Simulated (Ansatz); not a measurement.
# ClH4N2OTa: how energies converge with the basis set

How large a basis does ClH4N2OTa need? Two functionals are run in growing sets.

The runs use Ansatz 0.2.0, Gaussian basis; one geometry, several basis sets.

Levels to be run: PBE0-D4/def2-SVP; ωB97M-V/def2-SVP; PBE0-D4/def2-QZVPP; ωB97M-V/def2-QZVPP; the functionals' def2-TZVPP values are taken from earlier runs.

### 1 The relaxed structure

An earlier PBE0-D4 in a triple-zeta def2 set relaxation fixed the geometry. Ta takes the def2 core potential; no spin-orbit term is included.

SMILES `[NH]=[Ta]([NH2])([OH])[Cl]`, 9 atoms, charge 0, spin multiplicity 1.

Atoms are counted from 1 here; the program's logs count them from 0.

Bond lengths: N1–Ta2 1.761 Å, N1–H6 1.006 Å, Ta2–N3 1.970 Å, Ta2–O4 1.905 Å, Ta2–Cl5 2.332 Å, N3–H7 1.007 Å, N3–H8 1.011 Å, O4–H9 0.956 Å. Angles: Ta2–N1–H6 174.6°, N1–Ta2–N3 104.0°, N1–Ta2–O4 111.4°, N1–Ta2–Cl5 111.1°, N3–Ta2–O4 109.7°, N3–Ta2–Cl5 111.0°, O4–Ta2–Cl5 109.6°, Ta2–N3–H7 126.0°, Ta2–N3–H8 123.3°, H7–N3–H8 110.5°, Ta2–O4–H9 132.3°.

### 2 PBE0-D4 in def2-SVP

in.yaml reads:

```yaml
crystal:
  periodic: [false, false, false]
  atoms:
    - {symbol: N, position_ang: [-0.280795, 1.564121, -0.628767]}
    - {symbol: Ta, position_ang: [-0.057629, -0.172486, -0.440416]}
    - {symbol: N, position_ang: [1.210336, -0.330416, 1.059091]}
    - {symbol: O, position_ang: [-1.692974, -1.038640, 0.009692]}
    - {symbol: Cl, position_ang: [0.821265, -1.121967, -2.380458]}
    - {symbol: H, position_ang: [-0.443386, 2.537653, -0.822431]}
    - {symbol: H, position_ang: [1.657555, 0.433578, 1.539818]}
    - {symbol: H, position_ang: [1.452005, -1.211789, 1.491375]}
    - {symbol: H, position_ang: [-2.577975, -0.706355, 0.154895]}
basis:
  gaussian: {orbitals: def2-SVP}
hamiltonian: {xc: pbe0, dispersion: d4}
output: {orbitals: {seedname: orbitals}}
```

Launch:

```console
$ ansatz run in.yaml --threads 4 --pin off --events-out ev --progress --plain --max-ram 10444MiB
```

Further steps of the session: ωB97M-V in def2-SVP; PBE0-D4 in def2-QZVPP; ωB97M-V in def2-QZVPP.

Q: Predict the results of all the runs planned. Wanted: PBE0-D4: double and triple zeta above quadruple; ωB97M-V: double and triple zeta above quadruple.

**Answer**, as computed:

| quantity | value |
| --- | --- |
| PBE0-D4: double and triple zeta above quadruple | 11.66, 0.68 eV |
| ωB97M-V: double and triple zeta above quadruple | 11.79, 0.65 eV |

**Reading.** For PBE0-D4 the step from double to triple zeta gains 10.98 eV and the next only 0.68 eV. These are total energies; as a rule much of such shifts cancels in differences, which this series doesn't test. The LUMO of ωB97M-V is positive and keeps falling with the basis (1.48 to 0.61 eV): an unbound level that the basis holds in place.
